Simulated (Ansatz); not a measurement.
C3H5F, SMILES C=CCF: an atomisation energy, run with Ansatz 0.2.0, Python API.

The script, `tae.py`:
```python
# -*- coding: utf-8 -*-
from collections import Counter

import ansatz as az
from rdkit import Chem
from rdkit.Chem import AllChem


def total_energy(molecule, charge=0, unpaired=0):
    calc = molecule.calculation().basis(gaussian="def2-SVPD").functional("pbe0")
    if charge:
        calc = calc.charge(charge)
    if unpaired:
        calc = calc.spin("collinear", total=unpaired)
    report = calc.run(threads=1, backend="cpu").report
    if report["published_state_doubts"]:
        print("  doubts:", report["published_state_doubts"])
    return report["free_energy_ev"]

rd = Chem.AddHs(Chem.MolFromSmiles("C=CCF"))
AllChem.EmbedMolecule(rd, randomSeed=308)
AllChem.UFFOptimizeMolecule(rd)
molecule = az.Crystal.molecule()
for atom, xyz in zip(rd.GetAtoms(), rd.GetConformer().GetPositions()):
    molecule = molecule.atom(atom.GetSymbol(), xyz.round(5).tolist())

unpaired = {"C": 2, "F": 1, "H": 1}
counts = Counter(site.symbol for site in molecule.cartesian_sites)
atom_energy = {s: total_energy(az.Crystal.molecule().atom(s, (0, 0, 0)), 0, unpaired[s]) for s in counts}
whole = total_energy(molecule, 0, 0)
for s, e in atom_energy.items():
    print(f"{s:2s} x{counts[s]}  {e:14.5f} eV")
print(f"C3H5F: {whole:.5f} eV")
split = sum(counts[s] * e for s, e in atom_energy.items()) - whole
print(f"atomisation energy (no zero-point term): {split:.3f} eV, {split / sum(counts.values()):.3f} eV an atom")
```

What does it cost to take this molecule apart into atoms?

37.994 eV from the electronic energies, without the zero-point term.

The run itself:

`python tae.py` gives:
```text
C  x3     -1027.54175 eV
F  x1     -2709.15403 eV
H  x5       -13.61361 eV
C3H5F: -5897.84142 eV
atomisation energy (no zero-point term): 37.994 eV, 4.222 eV an atom
```

Caveats:
- Total energies depend on the basis set; only differences at equal settings carry meaning.
- The geometry is a force-field or estimated start, not a minimum of this method, and the basis set is short of its limit. All parts are taken at fixed geometry, without zero-point energy.
- It ran for 3.3 s on 1 thread of Arm Neoverse V2, on a shared host, peak memory 0.33 GiB.
